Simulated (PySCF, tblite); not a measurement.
**C₄H₁₀BClSi: geometry, infrared bands and NMR shifts**

Wanted: the infrared bands and NMR shifts of C₄H₁₀BClSi (`BC[SiH2][C@H](Cl)C=C`), by calculation.

Computed with tblite 0.8.0 and PySCF 2.14.0, with density-fitted response routines of our own, on a single molecule in the gas phase. Atoms count from 0, in the outputs and in this text.

## 1. The starting structure

17 atoms, charge 0, multiplicity 1; geometry from: force field or distance geometry start.

Bonds of the start (Å): B0–C1 1.60, C1–Si2 1.87, Si2–C3 1.88, C3–Cl4 1.79, C3–C5 1.50, C5–C6 1.34, B0–H7 1.19, B0–H8 1.18, C1–H9 1.11, C1–H10 1.10, Si2–H11 1.46, Si2–H12 1.48, C3–H13 1.11, C5–H14 1.08, C6–H15 1.10, C6–H16 1.08.

## 2. Relaxing the molecule with GFN2-xTB

What the job is given:

```
{"job": {"kind": "relax", "xc": "GFN2-xTB", "basis": "xTB"}, "charge": 0, "multiplicity": 1}
B      2.967100     0.133800    -0.230300
C      1.492000    -0.399100    -0.534800
Si     0.399900    -0.069300     0.946900
C     -1.345700    -0.682600     0.593200
Cl    -1.293500    -2.463300     0.424000
C     -1.911900    -0.058300    -0.644600
C     -2.290900     1.225400    -0.668000
H      3.143700     1.292300    -0.025600
H      3.881000    -0.610600    -0.225700
H      1.531100    -1.497600    -0.708000
H      1.085900     0.106600    -1.422300
H      0.923500    -0.749600     2.133100
H      0.340200     1.383700     1.205800
H     -1.989600    -0.454800     1.469000
H     -2.035500    -0.647400    -1.538000
H     -2.200200     1.850500     0.229500
H     -2.704200     1.652700    -1.568700
```

Command:

```bash
$ OMP_NUM_THREADS=1 python probes_run.py task.json out
```

The driver reads the jobs from task.json and runs them one after another.

**Question.** This job is followed by: GFN2-xTB harmonic vibrations, gas phase; GIAO PBE0/pcSseg-1 NMR shielding, non-relativistic, gas phase. What will the session give for the following? strongest single infrared mode (GFN2-xTB); zero-point energy (GFN2-xTB); ¹³C shifts against TMS (PBE0/pcSseg-1); ¹H shifts against TMS (PBE0/pcSseg-1, means over atoms taken as alike); ¹¹B shifts against BF3·OEt2 (PBE0/pcSseg-1); ²⁹Si shifts against TMS (PBE0/pcSseg-1); ³⁵Cl shifts against HCl (PBE0/pcSseg-1).

As calculated:

| quantity | value |
| --- | --- |
| strongest single infrared mode (GFN2-xTB) | 2226 cm⁻¹, 373 km/mol |
| zero-point energy (GFN2-xTB) | 77.3 kcal/mol |
| ¹³C shifts against TMS (PBE0/pcSseg-1) | 146.7, 120.7, 53.4, 22.7 ppm |
| ¹H shifts against TMS (PBE0/pcSseg-1, means over atoms taken as alike) | 7.80, 6.22, 5.47, 5.40, 4.24, 4.16, 4.16, 2.53, 2.15 ppm |
| ¹¹B shifts against BF3·OEt2 (PBE0/pcSseg-1) | 85.0 ppm |
| ²⁹Si shifts against TMS (PBE0/pcSseg-1) | -42.6 ppm |
| ³⁵Cl shifts against HCl (PBE0/pcSseg-1) | 131 ppm |

What this shows: Relaxing lowered the energy by 0.222 eV in 111 steps; the close pair that moved most is B0–C1, from 1.598 to 1.547 Å. No mode is imaginary among the 45: a minimum at this level. The strongest single mode, at 2226 cm⁻¹, moves mainly H12. GFN2-xTB is a fitted tight-binding method: band positions and strengths are rough. Its intensities can rank the bands wrongly. C5 (alkene CH) lies farthest downfield among carbon, at 146.7 ppm; an sp2 carbon of a C=C bond. At PBE0/pcSseg-1: Shielding is most anisotropic at Cl4 (span 461 ppm, paramagnetic term -329 ppm).
